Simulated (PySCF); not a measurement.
**AsF: from the state search to spectroscopic constants**

What are the lowest state that PBE0 finds, the bond length, vibrational wavenumber and bond energy of AsF, and how much do these hang on the method?

Method: As 6-31G(d,p), F 6-31G(d,p), no relativity; program: PySCF 2.14.0.

### 1 Set-up

The job is set up so:

* atoms: As, F
* charge: 0
* basis: As 6-31G(d,p), F 6-31G(d,p)
* Hamiltonian: no relativity
* basis functions: 46
* electrons treated: 42
* masses in u: 74.9216, 18.9984
* levels: PBE0, PBE, r²SCAN, revPBE, TPSS, M06-L, LC-ωPBE, HF, MP2, SCS-MP2, CCSD, CCSD(T)
* grid: 80 radial by 434 angular points
* occupations: held fixed by the projection of orbital angular momentum
* dissociation limit: As + F, each in its ground configuration
* starting distance in angstrom: 1.790
* values of 2S to try: 0, 2, 4

On the command line:

```console
> OMP_NUM_THREADS=1 python dia.py task.json out
```

The runs that follow: First curve: PBE0; Excited determinants; PBE (GGA); r²SCAN (meta-GGA); revPBE; TPSS (meta-GGA); M06-L; LC-ωPBE (range-separated hybrid); UHF; Correlated methods on the Hartree–Fock reference.

What does the calculation give? Wanted: for each run, Re; ωe; De; μ.

The runs gave:

Lowest PBE0 solution found, without spin–orbit coupling: ³Σ⁻ (triplet), unpaired electrons π ↑↑. State 2 has its PBE0 minimum 0.36 eV higher, as a spin-mixed determinant (⟨S²⟩ = 1.01), so this is no gap between pure states. State 3 has its PBE0 minimum 1.42 eV higher. The other levels ran on the lowest alone.

```
      level  Re (Å)  ωe (cm⁻¹)  De (eV)  μ (D)
        UHF   1.732        746     1.99  -2.01
    UHF-MP2   1.756        713     3.75    n/a
UHF-SCS-MP2   1.759        706     3.62    n/a
   UHF-CCSD   1.757        710     3.44    n/a
UHF-CCSD(T)   1.762        701     3.54    n/a
        PBE   1.772        677     4.49  -1.41
     revPBE   1.780        666     4.22  -1.44
       TPSS   1.766        687     4.30  -1.43
     r²SCAN   1.754        703     4.15  -1.49
      M06-L   1.768        681     4.27  -1.69
       PBE0   1.749        714     4.02  -1.59
    LC-ωPBE   1.739        736     4.11  -1.57
```

De is counted to As + F in their ground configurations. A positive dipole means As(−)F(+).

Differences from CCSD(T) in the same basis:

| level | Re (mÅ) | ωe (%) |
| --- | --- | --- |
| UHF | -29 | +6.4 |
| UHF-MP2 | -5 | +1.8 |
| UHF-SCS-MP2 | -3 | +0.7 |
| UHF-CCSD | -4 | +1.3 |
| PBE | +10 | -3.4 |
| revPBE | +18 | -5.0 |
| TPSS | +5 | -2.0 |
| r²SCAN | -7 | +0.3 |
| M06-L | +7 | -2.9 |
| PBE0 | -13 | +1.8 |
| LC-ωPBE | -22 | +5.0 |

**Reading.** Against CCSD(T) in the same basis, the bond length is nearest at UHF-SCS-MP2 (-3 mÅ) and farthest at UHF (-29 mÅ); the wavenumber is nearest at r²SCAN (+0.3 %) and farthest at UHF (+6.4 %). Hartree–Fock falls on the short and stiff side, its usual fault. PBE has the long and soft bond that GGAs tend to give. CCSD(T) in a basis this small is itself some way from its limit, more so than the functionals. Among the levels with a De in the table, it runs from 1.99 eV (UHF) to 4.49 eV (PBE).

Correlated steps freeze 10 core orbitals.
